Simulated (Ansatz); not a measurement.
# CrO5− (doublet): energies up the ladder

Wanted for CrO5− (doublet): energies up the ladder. Charge -1. Spin multiplicity 2.

Program: Ansatz 0.2.0. Level of theory: the levels named in each step. These are calculated values, not measurements.

### Step 1. The starting structure

Bond lengths: O1–O2 1.283 Å, O2–Cr3 1.663 Å, Cr3–O4 1.593 Å, Cr3–O5 1.593 Å, Cr3–O6 1.593 Å. Angles: O1–O2–Cr3 179.9°, O2–Cr3–O4 109.5°, O2–Cr3–O5 109.4°, O2–Cr3–O6 109.6°, O4–Cr3–O5 109.5°, O4–Cr3–O6 109.4°, O5–Cr3–O6 109.4°.

Coordinates:

```xyz
6

O     2.4385   -0.7498    0.3898
O     1.2258   -0.3770    0.1968
Cr   -0.3451    0.1060   -0.0553
O    -1.1416   -1.0462   -0.8136
O    -1.0410    0.3982    1.3481
O    -0.3604    1.4302   -0.9403
```

### Step 2. A rough first relaxation, PBE-D4/def2-SVPD

Input file input.yaml:

```yaml
crystal:
  periodic: [false, false, false]
  atoms:
    - { symbol: O, position_ang: [2.43847, -0.74982, 0.38983] }
    - { symbol: O, position_ang: [1.22584, -0.37699, 0.19678] }
    - { symbol: Cr, position_ang: [-0.34513, 0.10595, -0.05528] }
    - { symbol: O, position_ang: [-1.14158, -1.04616, -0.81356] }
    - { symbol: O, position_ang: [-1.04098, 0.39817, 1.34809] }
    - { symbol: O, position_ang: [-0.36039, 1.43018, -0.94034] }
magnetization:
  spin_polarized: true
  initial_magnetization: 1
total_charge: -1
basis:
  gaussian: { orbitals: def2-SVPD }
hamiltonian:
  xc: pbe
  dispersion: d4
relax:
  f_tol: 0.03
  max_steps: 200
```

Run with:

```bash
$ ansatz run input.yaml --threads 4 --pin off --max-ram 10240MiB --backend cpu --events-out ev --progress --plain --runs-dir out
```

Further steps of the session: Relaxation, PBE0-D4/def2-TZVPPD; Frequencies, PBE0-D4/def2-TZVPPD; Single point, PBE-D4/def2-TZVPPD; Single point, r2SCAN-D4/def2-TZVPPD; Single point, B3LYP-D4/def2-TZVPPD; Single point, wB97M-V/def2-TZVPPD; Single point, B2PLYP/def2-TZVPPD; Single point, LDA/def2-TZVPPD; Single point, PBE0-D4/def2-SVPD; Single point, PBE-D4/def2-SVPD; The cation of multiplicity 1 at the same geometry, PBE0-D4/def2-TZVPPD; The cation of multiplicity 1 at the same geometry, PBE-D4/def2-TZVPPD; The cation of multiplicity 1 at the same geometry, r2SCAN-D4/def2-TZVPPD; The cation of multiplicity 1 at the same geometry, B3LYP-D4/def2-TZVPPD; The cation of multiplicity 1 at the same geometry, wB97M-V/def2-TZVPPD; The cation of multiplicity 1 at the same geometry, B2PLYP/def2-TZVPPD.

**Question.** What will these runs give? Wanted: O1–O2 at PBE0-D4/def2-TZVPPD; O2–Cr3 at PBE0-D4/def2-TZVPPD; Cr3–O4 at PBE0-D4/def2-TZVPPD; frequencies at PBE0-D4/def2-TZVPPD; vertical ionisation energy, B2PLYP/def2-TZVPPD.

As calculated:

```
                                      quantity             value
                  O1–O2 at PBE0-D4/def2-TZVPPD           1.293 Å
                 O2–Cr3 at PBE0-D4/def2-TZVPPD           1.899 Å
                 Cr3–O4 at PBE0-D4/def2-TZVPPD           1.586 Å
            frequencies at PBE0-D4/def2-TZVPPD  102 to 1261 cm⁻¹
vertical ionisation energy, B2PLYP/def2-TZVPPD          4.863 eV
```

**Reading.** No mode is imaginary, so the geometry is a minimum. For the vertical ionisation energy, PBE-D4/def2-TZVPPD comes nearest to B2PLYP/def2-TZVPPD (+0.28 eV) and B3LYP-D4/def2-TZVPPD is farthest (+1.04 eV). <S²> exceeds the pure value by up to 0.24: some mean fields break spin symmetry, which blurs their results.
